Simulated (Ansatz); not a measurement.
HfMoC2:

```
Hf Mo C
1.0
     3.19142    0.00000    0.00000
     0.00000    3.19142    0.00000
     0.00000    0.00000    4.48516
Hf Mo C
1 1 2
Direct
  0.00000 0.00000 0.00000
  0.50000 0.50000 0.50000
  0.50000 0.50000 0.00000
  0.00000 0.00000 0.50000
```

The cell comes from a database or a generator and needn't be the stable form of this composition.

Base run:

| Quantity | Value |
| --- | --- |
| Program | Ansatz 0.2.0 |
| Functional | PBEsol |
| Potentials or basis | Ansatz PAW |
| Cutoff | 420 eV |
| Density cutoff | 1680 eV |
| k mesh | 8 × 8 × 6 |
| Occupations | fermi-dirac, width 0.05 eV |
| Spin | no spin polarisation |

Its results: band gap on the k mesh none (metal or under the smearing width); pressure -8.9 GPa.

The run is repeated on the same cell with these changes: functional from PBEsol to PBE. What comes out?

Band gap on the k mesh none (metal or under the smearing width); pressure -1.3 GPa.

PBE binds less tightly than PBEsol, so the same cell stands under more pressure.

Caveats: the PAW data sets come from PBE, with cores solved anew for the run's functional, which leaves a small shift of forces and pressure (some runs).

Not every run made on this cell is shown here.
